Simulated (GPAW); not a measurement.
## MgMn2O4: band structure with LDA

The system is MgMn2O4.

```xyz
7
Lattice="3.0617 0.0000 0.0000 -1.5308 2.6515 0.0000 0.0000 0.0000 10.0356" Properties=species:S:1:pos:R:3 pbc="T T T"
Mn    0.0000    0.0000    2.7023
Mn    0.0000    0.0000    7.3333
Mg    0.0000    0.0000    0.0000
O     0.0000    1.7677    3.4996
O     0.0000    1.7677    8.7910
O     1.5308    0.8838    6.5360
O     1.5308    0.8838    1.2446
```

The cell comes from a database or a generator and needn't be the stable form of this composition.

```json
{"Program": "GPAW 26.7.0", "Task": "band structure", "Functional": "LDA", "Potentials or basis": "the program's PAW data sets (release 1.2.1) made for this functional", "Cutoff": "800 eV", "Basis": "pw", "k mesh": "7 × 7 × 2", "Occupations": "fermi-dirac, width 0.05 eV", "Spin": "collinear spin, ferromagnetic start", "Starting moments": "[4.0, 4.0, 0.0, 0.0, 0.0, 0.0, 0.0] μB", "Maxiter": "150", "Band path": "GMKGALHA,LM,KH", "Band points": "60"}
```

The pressure is -15.1 GPa, the largest force is 1.275 eV/Å and the band gap along the path is none (metal or under the smearing width). The net moment is 8.00 μB per cell. The site moments are Mn +3.57; Mg +0.01; O +0.06, +0.09 μB.

Forces on the atoms (eV/Å):
```
Mn   0.000  0.000  0.599
Mn   0.000  0.000 -0.599
Mg   0.000  0.000  0.000
O    0.000  0.000 -1.275
O    0.000  0.000 -0.214
O    0.000  0.000  1.275
O    0.000  0.000  0.214
```

Stress tensor (GPa, compression positive):
```
-16.90   0.00   0.00
  0.00 -16.90   0.00
  0.00   0.00 -11.65
```

Levels at the corners of the path, in eV from the Fermi level:
Spin up:
```tsv
point	band 33	band 34	band 35	band 36	band 37	band 38	band 39	band 40
Γ	-1.54	-1.20	0.78	0.78	0.84	0.84	2.34	4.45
M	-1.71	-1.59	-0.62	-0.54	0.10	0.21	6.17	6.91
K	-1.64	-1.64	-0.64	-0.64	-0.03	-0.03	8.31	8.32
Γ	-1.54	-1.20	0.78	0.78	0.84	0.84	2.34	4.45
A	-1.45	-1.36	0.80	0.80	0.82	0.82	2.74	3.70
L	-1.71	-1.61	-0.63	-0.50	0.12	0.19	6.08	7.08
H	-1.65	-1.65	-0.62	-0.62	-0.05	-0.05	8.32	8.32
A	-1.45	-1.36	0.80	0.80	0.82	0.82	2.74	3.70
L	-1.71	-1.61	-0.63	-0.50	0.12	0.19	6.08	7.08
M	-1.71	-1.59	-0.62	-0.54	0.10	0.21	6.17	6.91
K	-1.64	-1.64	-0.64	-0.64	-0.03	-0.03	8.31	8.32
H	-1.65	-1.65	-0.62	-0.62	-0.05	-0.05	8.32	8.32
```
Spin down:
```tsv
point	band 26	band 27	band 28	band 29	band 30	band 31
Γ	-2.56	-2.45	-2.45	0.60	0.60	0.61
M	-3.49	-3.46	-3.30	0.77	0.80	1.16
K	-4.14	-3.17	-3.17	0.58	0.58	0.77
Γ	-2.56	-2.45	-2.45	0.60	0.60	0.61
A	-2.70	-2.45	-2.45	0.60	0.60	0.61
L	-3.59	-3.46	-3.31	0.76	0.80	1.18
H	-4.17	-3.18	-3.18	0.57	0.57	0.79
A	-2.70	-2.45	-2.45	0.60	0.60	0.61
L	-3.59	-3.46	-3.31	0.76	0.80	1.18
M	-3.49	-3.46	-3.30	0.77	0.80	1.16
K	-4.14	-3.17	-3.17	0.58	0.58	0.77
H	-4.17	-3.18	-3.18	0.57	0.57	0.79
```

Wall time 7.3 min on 1 thread of Arm Neoverse V2, on a shared host, peak memory 1.1 GiB.

Caveat: semilocal functionals often make such compounds metallic where correlation or magnetic order opens a gap, which also shifts bond lengths; only a ferromagnetic start was run, and an antiferromagnetic order may lie lower in energy; forces of over 1 eV/Å show positions far from the minimum, so gaps and moduli don't describe the material at rest.
